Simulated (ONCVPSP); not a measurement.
# Pseudopotential generation for Ge: ONCV, PBE

Task: generate the file, and judge it by its errors in other configurations, its logarithmic derivatives, its ghosts and its cutoff.

Method: ONCVPSP 4.0.1, PBE, scalar-relativistic.

**1. The design**

Typed settings, in words:

```
element                 : germanium (Ge, Z = 32)
type                    : optimised norm-conserving Vanderbilt (ONCV)
frozen core             : [Ar]
valence charge          : 14
reference configuration : 3d10 4s2 (charge +2)
partial waves           : 4s: rc 1.60 bohr, ncon 5, nbas 8, qcut 5.1 1/bohr, 2 projectors, debl 3.3 Ha; p scattering state at 0.21 Ha: rc 1.65 bohr, ncon 4, nbas 9, qcut 5.4 1/bohr, 1 projector; 3d: rc 1.10 bohr, ncon 4, nbas 9, qcut 11.5 1/bohr, 1 projector; f scattering state at 0.24 Ha: rc 1.45 bohr, ncon 4, nbas 7, qcut 7.9 1/bohr, 1 projector
local potential         : polynomial inside 1.00 bohr (lpopt 3, dvloc0 6 Ha)
core correction         : Teter function, fcfact 4, rcfact 1.75
```

**2. Generating the potential**

Contents of Ge.dat:

```
# ATOM AND REFERENCE CONFIGURATION
# atsym  z   nc   nv     iexc    psfile
  Ge 32.00    5    2        4      upf
#
#   n    l    f
    1    0    2.00
    2    0    2.00
    2    1    6.00
    3    0    2.00
    3    1    6.00
    3    2   10.00
    4    0    2.00
#
# PSEUDOPOTENTIAL AND OPTIMIZATION
# lmax
    3
#
#   l,   rc,      ep,       ncon, nbas, qcut
    0    1.60    0.00    5    8    5.10
    1    1.65    0.21    4    9    5.40
    2    1.10    0.00    4    9   11.50
    3    1.45    0.24    4    7    7.90
#
# LOCAL POTENTIAL
# lloc, lpopt,  rc(5),   dvloc0
    4    3    1.00    6.00
#
# VANDERBILT-KLEINMAN-BYLANDER PROJECTORs
# l, nproj, debl
    0    2    3.30
    1    1    0.60
    2    1    3.90
    3    1    3.60
#
# MODEL CORE CHARGE
# icmod, fcfact, rcfact
    3    4.00    1.75
#
# LOG DERIVATIVE ANALYSIS
# epsh1, epsh2, depsh
   -3.00    5.00    0.02
#
# OUTPUT GRID
# rlmax, drl
    6.00    0.01
#
# TEST CONFIGURATIONS
# ncnf
    4
# nvcnf
#   n    l    f
    3
    3    2   10.00
    4    0    2.00
    4    1    2.00
#
    3
    3    2   10.00
    4    0    2.00
    4    1    1.00
#
    2
    3    2   10.00
    4    0    1.00
#
    3
    3    2    9.00
    4    0    2.00
    4    1    2.00
#
```

Command:

```console
oncvpsp.x < Ge.dat > Ge.out
```

What does the calculation give? Wanted: cutoffs for 1 and 0.1 mHa per electron, occupied waves; bound ghosts; GHOST(+) flags; largest test error; largest phase difference near zero energy, channels read; rms error of d²Exc/dn², without and with the model core; projector energies reset by the program.

As calculated:

```
                                                quantity                      value
  cutoffs for 1 and 0.1 mHa per electron, occupied waves           81 Ha and 248 Ha
                                            bound ghosts            s at -229.17 eV
                                          GHOST(+) flags         none at low energy
                            largest test error (AE − PS)  -362 meV, for 3d9 4s2 4p2
largest phase difference near zero energy, channels read                  0.045 rad
 rms error of d²Exc/dn², without and with the model core          9.10 and 1.12 mHa
                 projector energies reset by the program                p: 0.050 Ha
```

What this shows: It has a bound ghost (s), a state that the atom doesn't have, and that rules the file out. By total energies transferability is poor: the largest error is 362 meV on 15.8 eV, for 3d9 4s2 4p2. By its cutoff, 81 Ha for the looser tolerance, it is very hard. The tighter tolerance needs 248 Ha, and converged work needs a cutoff nearer that. At the looser tolerance the 3d wave is the slowest; 4s needs 10 Ha. Of the channels read, d scatters worst near zero energy, by up to 0.04 rad.
